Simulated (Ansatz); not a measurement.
# C3H3ClFInO2: the cost of one run

Method: one geometry, several basis sets; program: Ansatz 0.2.0, Gaussian basis.

The runs, in order: PBE0-D4/def2-SVP; ωB97M-V/def2-SVP; PBE0-D4/def2-QZVPP; ωB97M-V/def2-QZVPP; the functionals' def2-TZVPP values are taken from earlier runs.

## (1) The relaxed structure

The geometry comes from an earlier relaxation with PBE0-D4 in a triple-zeta def2 set; it is a stationary point, not always the lowest conformer. In takes the def2 core potential; no spin-orbit term is included.

SMILES `[F][In-]1([Cl])[O]C=CC=[O+]1`, 11 atoms, charge 0, spin multiplicity 1.

Atoms are counted from 1 here; the program's logs count them from 0.

Bond lengths: F1–In2 1.935 Å, In2–Cl3 2.296 Å, In2–O4 2.103 Å, In2–O8 2.103 Å, O4–C5 1.265 Å, C5–C6 1.391 Å, C5–H9 1.096 Å, C6–C7 1.391 Å, C6–H10 1.082 Å, C7–O8 1.265 Å, C7–H11 1.096 Å. Angles: F1–In2–Cl3 122.9°, F1–In2–O4 106.9°, F1–In2–O8 106.9°, Cl3–In2–O4 112.6°, Cl3–In2–O8 112.6°, O4–In2–O8 89.9°, In2–O4–C5 123.8°, O4–C5–C6 128.4°, O4–C5–H9 114.7°, C6–C5–H9 116.9°, C5–C6–C7 125.8°, C5–C6–H10 117.1°, C7–C6–H10 117.1°, C6–C7–O8 128.4°, C6–C7–H11 116.9°, O8–C7–H11 114.7°, In2–O8–C7 123.8°.

## (2) PBE0-D4 in def2-SVP

The input, in.yaml:

```yaml
crystal:
  periodic: [false, false, false]
  atoms:
    - {symbol: F, position_ang: [-1.667125, -2.745007, -0.274325]}
    - {symbol: In, position_ang: [-0.846190, -1.240454, -1.171485]}
    - {symbol: Cl, position_ang: [-0.895372, -0.968804, -3.451257]}
    - {symbol: O, position_ang: [-1.447830, 0.490841, -0.139403]}
    - {symbol: C, position_ang: [-0.687541, 1.155819, 0.622804]}
    - {symbol: C, position_ang: [0.650759, 0.924432, 0.923032]}
    - {symbol: C, position_ang: [1.428124, -0.116152, 0.425441]}
    - {symbol: O, position_ang: [1.090267, -1.035095, -0.376188]}
    - {symbol: H, position_ang: [-1.160452, 2.023060, 1.098262]}
    - {symbol: H, position_ang: [1.129409, 1.614862, 1.604210]}
    - {symbol: H, position_ang: [2.471348, -0.160403, 0.759408]}
basis:
  gaussian: {orbitals: def2-SVP}
hamiltonian: {xc: pbe0, dispersion: d4}
output: {orbitals: {seedname: orbitals}}
```

Command:

```sh
$ ansatz run in.yaml --threads 2 --pin off --events-out ev --progress --plain --max-ram 32768MiB --backend cpu
```

What time and memory should one allow on 2 threads of AMD EPYC 7R13, shared host?

About 3.9 s, with a peak of 0.45 GiB.
